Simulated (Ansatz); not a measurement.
Below is the output of a Python script on Ansatz 0.2.0 through its Python package that makes a band structure of TiNF, space group Pmmn. Write a script that gives it. Level of theory: PBEsol, PAW, the default cutoff (420 eV here), 6×4×2 k-points, fixed occupations.

```
Ti N F
1.0
     3.06200    0.00000    0.00000
     0.00000    3.96439    0.00000
     0.00000    0.00000    7.87083
Ti N F
2 2 2
Cartesian
  1.5310 0.0000 7.0516
  0.0000 1.9822 0.8192
  1.5310 1.9822 7.3932
  0.0000 0.0000 0.4776
  0.0000 0.0000 5.7034
  1.5310 1.9822 2.1674
```

```console
$ python tinf.py
free energy      -7313.74612 eV
per atom         -1218.95769 eV
SCF iterations   8  (converged: True)
zero of the bands: 4.461 eV, the Fermi level found on the SCF mesh
channel 0 - computed levels within 4 eV of the Fermi level
  G    -2.911  -2.654  -2.611  -1.253   0.000   0.667   1.429   1.607   1.949   2.080   2.686   3.737
  X    -3.827  -3.827  -2.975  -2.975  -1.573  -1.573   1.866   1.866   2.043   2.043   2.054   2.054
  S    -2.930  -2.930  -2.703  -2.703   1.920   1.920   2.074   2.074   2.803   2.803
  Y    -2.744  -2.744  -2.297  -2.297   1.147   1.147   2.217   2.217   2.945   2.945
  G    -2.911  -2.654  -2.611  -1.253   0.000   0.667   1.429   1.607   1.949   2.080   2.686   3.737
```

The script that was run (others could print the same):

The script, `tinf.py`:
```python
"""Bands of TiNF along a path through the zone."""

import warnings

import ansatz as az
from ase import Atoms
import numpy as np


def main() -> None:
    warnings.simplefilter("ignore", az.DeckWarning)

    atoms = Atoms(
        ["Ti", "Ti", "N", "N", "F", "F"],
        scaled_positions=[
            [0.5, 0.0, 0.89591],
            [0.0, 0.5, 0.10409],
            [0.5, 0.5, 0.93932],
            [0.0, 0.0, 0.06068],
            [0.0, 0.0, 0.72462],
            [0.5, 0.5, 0.27538],
        ],
        cell=[
            [3.062, 0.0, 0.0],
            [0.0, 3.96439, 0.0],
            [0.0, 0.0, 7.87083],
        ],
        pbc=True,
    )
    xtal = az.Crystal.from_ase(atoms)

    # high-symmetry points in fractions of the reciprocal vectors
    path = [
        ("G", (0.0, 0.0, 0.0)),
        ("X", (0.5, 0.0, 0.0)),
        ("S", (0.5, 0.5, 0.0)),
        ("Y", (0.0, 0.5, 0.0)),
        ("G", (0.0, 0.0, 0.0)),
    ]
    calculation = (
        xtal.calculation()
        .functional("pbesol")
        .pseudopotentials("paw")
        .kpoints(6, 4, 2)
        .occupations("fixed")
        .band_structure([point for _, point in path], intervals=6)
        .scf(extra_bands=10)
    )
    outcome = calculation.run(threads=1, backend="cpu")
    summary = outcome.report

    print(f"free energy      {summary['free_energy_ev']:.5f} eV")
    print(f"per atom         {summary['free_energy_ev'] / len(outcome.lattice.sites):.5f} eV")
    print(f"SCF iterations   {summary['n_iterations']}  (converged: {summary['converged']})")

    bands = outcome.band_structure()
    fermi = bands.fermi_energy_ev
    print(f"zero of the bands: {fermi:.3f} eV, the Fermi level found on the SCF mesh")
    for spin, channel in enumerate(bands.channels):
        print("channel", spin, "- computed levels within 4 eV of the Fermi level")
        for i, (label, _) in enumerate(path):
            levels = channel.eigenvalues_ev[i * 6] - fermi
            print(f"  {label:3s}", " ".join(f"{e:7.3f}" for e in levels if abs(e) < 4))


if __name__ == "__main__":
    main()
```

What to keep in mind:
- Absolute energies stand on the zero of these potentials, so only differences at equal settings mean something.
- Spin is left out of this run.
- The computed bands are complete only to about 4.4 eV above the Fermi level.
- Under fixed occupations the level called the Fermi level is the highest filled one on the SCF mesh; off the mesh a filled band can lie a little above it.
- This cell is a computed structure, which may not be the phase found in nature.
- Levels are Kohn-Sham eigenvalues on this mesh.
- The whole script took 5.3 s on 1 thread of Intel(R) Xeon(R) Platinum 8488C (Sapphire Rapids), on a shared host, peak memory 0.45 GiB.

(Lines on the test bed's own set-up are left out of the output.)
